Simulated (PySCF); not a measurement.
The system is FCClBrH, in a box.

```
F C Cl Br H
1.0
    12.00000    0.00000    0.00000
     0.00000   12.00000    0.00000
     0.00000    0.00000   12.00000
F C Cl Br H
1 1 1 1 1
Direct
  0.45963 0.51253 0.60643
  0.50651 0.50630 0.50587
  0.61313 0.41198 0.50185
  0.38926 0.46700 0.40305
  0.53717 0.58707 0.47971
```

The cell isn't the ideal one: atoms moved at random, drawn with an rms of 0.05 Å.

Base run:

```yaml
Program: PySCF 2.14.0
Functional: PBE50
Potentials_or_basis: 6-31g* (all-electron)
k_mesh: 1 × 1 × 1
Occupations: fixed
Spin: no spin polarisation
```

Its results: gap between the frontier levels 10.17 eV.

Q: After a change of settings the same cell gave: gap between the frontier levels 7.36 eV. Which change was it?
A. functional from PBE50 to X3LYP; dispersion from none to D3
B. functional from PBE50 to PBE
C. functional from PBE50 to r2SCAN

A: A.

Caveats: this is a molecule in a periodic box at the Γ point, so its band gap is the HOMO-LUMO gap; relativity is left out, which matters for the heavier elements; the basis of atomic orbitals isn't converged, which shifts pressures, moduli and gaps.
